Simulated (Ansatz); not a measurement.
# Y2GeS: further runs on a relaxed guess

This session takes a relaxed cell of Y2GeS and sets out to compute bands, density of states and charges.

Computed with Ansatz 0.2.0 (DFT PBE, scalar-relativistic, plane waves, PAW, unless a step's input says otherwise).

### Step 1. The starting structure

The structure is tetragonal, space group I4/mmm (No. 139). Conventional cell: a = 5.489 Å, b = 5.489 Å, c = 9.456 Å, α = 90.00°, β = 90.00°, γ = 90.00°. Y (site symmetry mmm) is surrounded by 2 Ge at 2.74 Å and 2 S at 2.74 Å. Ge (site symmetry 4/mmm) has 4 Y at 2.74 Å in its first shell of neighbours. Around S (site symmetry 4/mmm) lie 4 Y at 2.74 Å.

As a file:

```cif
data_structure
_symmetry_space_group_name_H-M 'P 1'
_symmetry_Int_Tables_number 1
_cell_length_a 6.1170
_cell_length_b 6.1170
_cell_length_c 6.1170
_cell_angle_alpha 126.681
_cell_angle_beta 126.681
_cell_angle_gamma 78.771
_cell_volume 142.45
loop_
_atom_site_label
_atom_site_type_symbol
_atom_site_fract_x
_atom_site_fract_y
_atom_site_fract_z
_atom_site_occupancy
Y1 Y 0.50000 0.00000 0.50000 1
Y2 Y 0.00000 0.50000 0.50000 1
Ge1 Ge 0.50000 0.50000 0.00000 1
S1 S 0.00000 0.00000 0.00000 1
```

It is the end of an earlier relaxation with the same method, from a generated guess; it needn't be the stable form of this composition. At a tolerance of 0.05 Å it has space group I4/mmm (No. 139); it has 35.61 Å³/atom, an uncorrected energy of -0.76 eV/atom over the elements.

### Step 2. Static run: bands, density of states and charges

The input, input.yaml:

```yaml
crystal:
  lattice:
    - [-2.7445927176, 2.7445927176, 4.7277556028]
    - [2.7445927176, -2.7445927176, 4.7277556028]
    - [2.7445927176, 2.7445927176, -4.7277556028]
  atoms:
    - { symbol: "Y", position: [0.5, 0.0, 0.5] }
    - { symbol: "Y", position: [0.0, 0.5, 0.5] }
    - { symbol: Ge, position: [0.5, 0.5, 0.0] }
    - { symbol: S, position: [0.0, 0.0, 0.0] }
basis:
  ecutwfc: 420
kpoints:
  mp_grid: { grid: [12, 12, 12] }
  band_path:
    path:
      - [[0.0, 0.0, 0.0], [0.0, 0.0, 0.5], [0.25, 0.25, 0.25], [0.0, 0.5, 0.0], [0.0, 0.0, 0.0], [0.5, 0.5, -0.5], [0.33425308, 0.66574692, -0.33425308]]
      - [[-0.33425308, 0.33425308, 0.33425308], [0.0, 0.0, 0.0]]
      - [[0.0, 0.0, 0.5], [-0.16850616, 0.16850616, 0.5]]
      - [[0.5, 0.5, -0.16850616], [0.5, 0.5, -0.5]]
    npoints: 14
hamiltonian:
  xc: pbe
scf:
  occupations: { method: gaussian, width: 0.1 }
  n_extra_bands: 10
output:
  forces: true
  stress: true
  eigenvalues: true
  populations: true
  dos: { projected: true, de: 0.02, nscf_kmesh: { grid: [15, 15, 15] } }
  bader: true
  write_density: true
  write_potential: true
  elf: true
  volumetric_format: npy
```

Launch:

```bash
$ ansatz run input.yaml --threads 1 --pin off --max-ram 2560MiB --backend cpu --events-out ev --progress --plain --runs-dir out
```

**Question.** What will these runs give? Wanted: gap; states at the Fermi level; Bader charges.

The runs gave:

| quantity | value |
| --- | --- |
| gap | none (metal) |
| states at the Fermi level | 1.01 per eV per cell |
| Bader charges | Y +1.61, Ge -1.74, S -1.48 e |

**Reading.** Bands cross the Fermi level: a metal at this level of theory. Of the projected weight within 0.25 eV of the Fermi level, the largest part is Y 4d (51 %) and Ge 4p (28 %). Bader charges reach 1.7 e, so charge transfer in this metal is strong.
